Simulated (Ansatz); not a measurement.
**CH6FNSi2: one species, many methods**

An exercise on one series of results from a longer session: the logs are not shown, and one member is left open.

Program: Ansatz 0.2.0, Gaussian basis. Level of theory: functionals in def2-TZVPP, the program's frozen cores in correlated methods. These are calculated values, not measurements.

Levels to be run: PBE-D4, r2SCAN-D4, PBE0-D4, B3LYP-D4, ωB97X-V, ωB97M-V, B2PLYP; CCSD(T)/def2-TZVPP; MP2/def2-QZVPP; extrapolation to the limit.

### The relaxed structure

All runs share one geometry, relaxed beforehand with PBE0-D4 in a triple-zeta def2 set.

SMILES `F[Si@H]1N[C@@H]1[SiH3]`, 11 atoms, charge 0, spin multiplicity 1.

Atoms are counted from 1 here; the program's logs count them from 0.

Bond lengths: F1–Si2 1.586 Å, Si2–N3 1.688 Å, Si2–C4 1.817 Å, Si2–H6 1.471 Å, N3–C4 1.532 Å, N3–H7 1.009 Å, C4–Si5 1.862 Å, C4–H8 1.091 Å, Si5–H9 1.486 Å, Si5–H10 1.490 Å, Si5–H11 1.490 Å. Angles: F1–Si2–N3 117.4°, F1–Si2–C4 123.5°, F1–Si2–H6 107.7°, N3–Si2–C4 51.7°, N3–Si2–H6 123.5°, C4–Si2–H6 123.4°, Si2–N3–C4 68.5°, Si2–N3–H7 130.0°, C4–N3–H7 117.7°, Si2–C4–N3 59.8°, Si2–C4–Si5 120.5°, Si2–C4–H8 119.0°, N3–C4–Si5 118.9°, N3–C4–H8 111.7°, Si5–C4–H8 115.0°, C4–Si5–H9 110.3°, C4–Si5–H10 109.2°, C4–Si5–H11 111.1° and more.

Geometry (Å):

```xyz
11
CH6FNSi2
F    -1.33765   -0.39421    2.75084
Si   -0.31244    0.00505    1.60868
N     0.44598   -1.25020    0.77258
C    -0.51441   -0.47194   -0.13298
Si    0.18897    0.58963   -1.49106
H     0.37978    1.23043    2.03785
H     1.40415   -1.34154    0.47103
H    -1.37595   -1.07589   -0.41982
H    -0.89658    1.34075   -2.17429
H     1.16875    1.54777   -0.90622
H     0.91481   -0.23685   -2.49602
```

The first run:

File in.yaml:

```yaml
crystal:
  periodic: [false, false, false]
  atoms:
    - {symbol: F, position_ang: [-1.337649, -0.394212, 2.750842]}
    - {symbol: Si, position_ang: [-0.312438, 0.005049, 1.608680]}
    - {symbol: N, position_ang: [0.445978, -1.250203, 0.772584]}
    - {symbol: C, position_ang: [-0.514414, -0.471941, -0.132975]}
    - {symbol: Si, position_ang: [0.188968, 0.589634, -1.491057]}
    - {symbol: H, position_ang: [0.379785, 1.230431, 2.037846]}
    - {symbol: H, position_ang: [1.404147, -1.341539, 0.471034]}
    - {symbol: H, position_ang: [-1.375946, -1.075889, -0.419818]}
    - {symbol: H, position_ang: [-0.896584, 1.340749, -2.174287]}
    - {symbol: H, position_ang: [1.168748, 1.547770, -0.906225]}
    - {symbol: H, position_ang: [0.914806, -0.236850, -2.496023]}
basis:
  gaussian: {orbitals: def2-TZVPP}
hamiltonian: {xc: pbe, dispersion: d4}
output: {forces: true, orbitals: {seedname: orbitals}}
```

The run is started by

```bash
ansatz run in.yaml --threads 4 --pin off --events-out ev --progress --plain --max-ram 10444MiB
```

Steps of the session up to this table: PBE-D4 (GGA); r2SCAN-D4 (meta-GGA); PBE0-D4 (hybrid); B3LYP-D4 (hybrid); ωB97X-V (range-separated); ωB97M-V (range-separated); B2PLYP (double hybrid); CCSD(T) in def2-TZVPP; MP2 in def2-QZVPP.

One table of the session follows, with a row left open; its other results are not shown here.

```
            method  atomisation energy (kJ/mol)
            PBE-D4                       3876.9
         r2SCAN-D4                       3831.1
           PBE0-D4                       3811.4
          B3LYP-D4                       3826.8
           ωB97X-V                       3861.2
           ωB97M-V                       3848.1
            B2PLYP                       3783.5
     HF/def2-TZVPP                       2733.9
    MP2/def2-TZVPP                            ?
   CCSD/def2-TZVPP                       3659.9
CCSD(T)/def2-TZVPP                       3717.6
           MP2/CBS                       3897.1
       CCSD(T)/CBS                       3837.7
```

Estimate the missing values for MP2/def2-TZVPP.

**Answer.** atomisation energy (kJ/mol): 3777.0. In the column «atomisation energy (kJ/mol)» it lies between CCSD(T)/def2-TZVPP (3717.6) and B2PLYP (3783.5).

Caveats from the session: Free atoms (1 F, 2 Si, 1 N, 1 C, 6 H) were run apart at each level; the atomisation energy is their sum less the molecule, without zero-point or spin-orbit terms.
